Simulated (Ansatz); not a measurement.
**C₇H₁₁FO₂Ti: basis-set convergence**

The task here is to estimate one member of a computed series from the others.

Program: Ansatz 0.2.0, Gaussian basis. Level of theory: one geometry, several basis sets. These are calculated values, not measurements.

Plan: PBE0-D4/def2-SVP; ωB97M-V/def2-SVP; PBE0-D4/def2-QZVPP; ωB97M-V/def2-QZVPP; the functionals' def2-TZVPP values are taken from earlier runs.

## Structure used throughout

All runs share one geometry, relaxed beforehand with PBE0-D4 in a triple-zeta def2 set.

SMILES `C[O][Ti]1234([OH])([F])[C@@H]5[C@H]1[C@H]2[C@@]3(C)[C@@H]54`, 22 atoms, charge 0, spin multiplicity 1.

Atoms are counted from 1 here; the program's logs count them from 0.

Bond lengths: C1–O2 1.401 Å, C1–H12 1.095 Å, C1–H13 1.097 Å, C1–H14 1.097 Å, O2–Ti3 1.813 Å, Ti3–O4 1.824 Å, Ti3–F5 1.789 Å, Ti3–C6 2.359 Å, Ti3–C7 2.358 Å, Ti3–C8 2.387 Å, Ti3–C9 2.421 Å, Ti3–C11 2.376 Å, O4–H15 0.961 Å, C6–C7 1.408 Å, C6–C11 1.411 Å, C6–H16 1.079 Å, C7–C8 1.413 Å, C7–H17 1.080 Å and more. Angles: O2–C1–H12 109.3°, O2–C1–H13 111.6°, O2–C1–H14 110.8°, H12–C1–H13 108.2°, H12–C1–H14 108.3°, H13–C1–H14 108.6°, C1–O2–Ti3 125.5°, O2–Ti3–O4 105.5°, O2–Ti3–F5 102.1°, O2–Ti3–C6 131.4°, O2–Ti3–C7 137.7°, O2–Ti3–C8 104.0°, O2–Ti3–C9 82.2°, O2–Ti3–C11 96.7°, O4–Ti3–F5 102.8°, O4–Ti3–C6 85.6°, O4–Ti3–C7 110.2°, O4–Ti3–C8 142.5° and more.

The first run:

Contents of in.yaml:

```yaml
crystal:
  periodic: [false, false, false]
  atoms:
    - {symbol: C, position_ang: [1.370375, -0.930993, -2.417553]}
    - {symbol: O, position_ang: [0.972670, -0.487781, -1.149223]}
    - {symbol: Ti, position_ang: [-0.718523, -0.038391, -0.673778]}
    - {symbol: O, position_ang: [-1.752524, -1.464203, -1.146553]}
    - {symbol: F, position_ang: [-1.141295, 1.185975, -1.907546]}
    - {symbol: C, position_ang: [-1.835957, -0.145155, 1.400500]}
    - {symbol: C, position_ang: [-1.780235, 1.209868, 1.021333]}
    - {symbol: C, position_ang: [-0.423361, 1.604865, 1.031640]}
    - {symbol: C, position_ang: [0.367349, 0.503866, 1.421255]}
    - {symbol: C, position_ang: [1.847611, 0.478499, 1.562740]}
    - {symbol: C, position_ang: [-0.514488, -0.583251, 1.630067]}
    - {symbol: H, position_ang: [2.462422, -0.902155, -2.484898]}
    - {symbol: H, position_ang: [0.961200, -0.295925, -3.213238]}
    - {symbol: H, position_ang: [1.041852, -1.963152, -2.590374]}
    - {symbol: H, position_ang: [-1.955171, -1.635045, -2.069945]}
    - {symbol: H, position_ang: [-2.721276, -0.761204, 1.433803]}
    - {symbol: H, position_ang: [-2.616497, 1.824235, 0.721780]}
    - {symbol: H, position_ang: [-0.045600, 2.575322, 0.741690]}
    - {symbol: H, position_ang: [2.291591, 1.404103, 1.194685]}
    - {symbol: H, position_ang: [2.277313, -0.348847, 0.994830]}
    - {symbol: H, position_ang: [2.131227, 0.360134, 2.612011]}
    - {symbol: H, position_ang: [-0.218682, -1.590765, 1.886755]}
basis:
  gaussian: {orbitals: def2-SVP}
hamiltonian: {xc: pbe0, dispersion: d4}
output: {orbitals: {seedname: orbitals}}
```

Command:

```sh
ansatz run in.yaml --threads 4 --pin off --events-out ev --progress --plain --max-ram 66560MiB --backend cpu
```

Steps of the session up to this table: PBE0-D4 in def2-SVP; ωB97M-V in def2-SVP; PBE0-D4 in def2-QZVPP; ωB97M-V in def2-QZVPP.

One of the session's tables, all rows but one given; the rest of the session is left out.

It belongs to the step «Density functionals: the series». 

```
functional       basis  HOMO (eV)
   PBE0-D4    def2-SVP      -6.90
   PBE0-D4  def2-TZVPP          ?
   PBE0-D4  def2-QZVPP      -6.95
   ωB97M-V    def2-SVP      -8.98
   ωB97M-V  def2-TZVPP      -9.03
   ωB97M-V  def2-QZVPP      -9.04
```

Estimate the missing values for PBE0-D4, def2-TZVPP.

The run gave: HOMO (eV): -6.94. In the column «HOMO (eV)» it lies between PBE0-D4, def2-QZVPP (-6.95) and PBE0-D4, def2-SVP (-6.90).
